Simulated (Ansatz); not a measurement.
# CH3FGeO: a ladder of functionals and wavefunction methods

How much do the methods differ for CH3FGeO? The plan is to run it at one geometry with functionals of several rungs and with coupled cluster. The yardstick is the atomisation energy at the CCSD(T) limit.

Program: Ansatz 0.2.0, Gaussian basis. Level of theory: functionals in def2-TZVPP, the program's frozen cores in correlated methods. These are calculated values, not measurements.

Levels to be run: LDA (SPW92), PBE-D4, revPBE-D4, BLYP-D4, r2SCAN-D4, B97M-V, PBE0-D4, B3LYP-D4, r2SCANh-D4, r2SCAN0-D4, HSE06-D4, BHLYP-D4, CAM-B3LYP-D4, LC-ωPBE, ωB97X-V, ωB97M-V, B2PLYP, PBE-QIDH; CCSD(T)/def2-SVP; CCSD(T)/def2-TZVPP; MP2/def2-QZVPP; extrapolation to the limit; RPA on PBE.

### 1 The relaxed structure

The geometry comes from an earlier relaxation with PBE0-D4 in a triple-zeta def2 set; it is a stationary point, not always the lowest conformer.

7 atoms, charge 0, spin multiplicity 1.

Atoms are counted from 1 here; the program's logs count them from 0.

Bond lengths: C1–O2 1.413 Å, C1–H5 1.092 Å, C1–H6 1.093 Å, C1–H7 1.093 Å, O2–Ge3 1.764 Å, Ge3–F4 1.768 Å. Angles: O2–C1–H5 112.1°, O2–C1–H6 109.1°, O2–C1–H7 109.0°, H5–C1–H6 109.1°, H5–C1–H7 109.1°, H6–C1–H7 108.4°, C1–O2–Ge3 128.6°, O2–Ge3–F4 99.0°.

### 2 LDA

This LDA is Slater exchange with PW92 correlation.

Input file in.yaml:

```yaml
crystal:
  periodic: [false, false, false]
  atoms:
    - {symbol: C, position_ang: [-0.504818, 0.491522, 0.394860]}
    - {symbol: O, position_ang: [0.412368, 0.624201, -0.671949]}
    - {symbol: Ge, position_ang: [1.441726, -0.610665, -1.398404]}
    - {symbol: F, position_ang: [0.967404, -1.990590, -0.400158]}
    - {symbol: H, position_ang: [-0.548506, -0.532166, 0.773808]}
    - {symbol: H, position_ang: [-0.208048, 1.161117, 1.206575]}
    - {symbol: H, position_ang: [-1.498727, 0.788482, 0.049667]}
basis:
  gaussian: {orbitals: def2-TZVPP}
hamiltonian: {xc: lda}
output: {orbitals: {seedname: orbitals}}
```

After this run come: PBE-D4 (GGA); revPBE-D4 (GGA); BLYP-D4 (GGA); r2SCAN-D4 (meta-GGA); B97M-V (meta-GGA); PBE0-D4 (hybrid); B3LYP-D4 (hybrid); r2SCANh-D4 (hybrid); r2SCAN0-D4 (hybrid); HSE06-D4 (hybrid); BHLYP-D4 (hybrid); CAM-B3LYP-D4 (range-separated); LC-ωPBE-D4 (range-separated); ωB97X-V (range-separated); ωB97M-V (range-separated); B2PLYP (double hybrid); PBE-QIDH (double hybrid); CCSD(T) in def2-SVP; CCSD(T) in def2-TZVPP; MP2 in def2-QZVPP; RPA on PBE orbitals.

**Question.** What will the summary of the whole plan be? Wanted: atomisation energy, CCSD(T)/CBS; farthest beyond LDA; mean size of error, GGA; mean size of error, meta-GGA; mean size of error, hybrid; mean size of error, range-separated; mean size of error, double hybrid; gap, smallest and largest; T1 diagnostic.

**Answer**, as computed:

```
                               quantity                                                                            value
        atomisation energy, CCSD(T)/CBS                                                                    2625.9 kJ/mol
 functionals within 26.3 kJ/mol (1.0 %)  revPBE-D4, BLYP-D4, r2SCAN-D4, B97M-V, B3LYP-D4, CAM-B3LYP-D4, ωB97X-V, ωB97M-V
                    farthest beyond LDA                                                         BHLYP-D4 (-129.8 kJ/mol)
                mean size of error, GGA                                                                      32.4 kJ/mol
           mean size of error, meta-GGA                                                                       4.7 kJ/mol
             mean size of error, hybrid                                                                      52.4 kJ/mol
    mean size of error, range-separated                                                                      10.6 kJ/mol
      mean size of error, double hybrid                                                                      41.6 kJ/mol
              gap, smallest and largest                                        4.18 eV (LDA (SPW92)), 11.12 eV (LC-ωPBE)
                          T1 diagnostic                                                                           0.0152
triples share of the correlation energy                                                                            3.6 %
```

The LDA atomisation energy is off by 426.2 kJ/mol (16 %): it overbinds. PBE-D4 is off by +60.0 kJ/mol. Double hybrids carry the basis error of their MP2 part in triple zeta, and no dispersion term here, so their miss is partly the set-up's. The rungs meta-GGA, range-separated miss on average by less than the doubt on the reference (26.3 kJ/mol), so they tie. The reference freezes the cores and leaves out relativity and excitations past (T), and its outer-core shells are covered unevenly, so misses under about 26.3 kJ/mol can't be ranked. Hartree-Fock recovers 69 % of the binding; the rest is correlation. CCSD(T) in def2-SVP is off by -176.5 kJ/mol, so the small basis spoils what the method gains. The gap grows from 4.2 to 11.1 eV across the functionals, mostly with the share of exact exchange. Correlated methods include outer-core shells of Ge, which these sets cover unevenly.
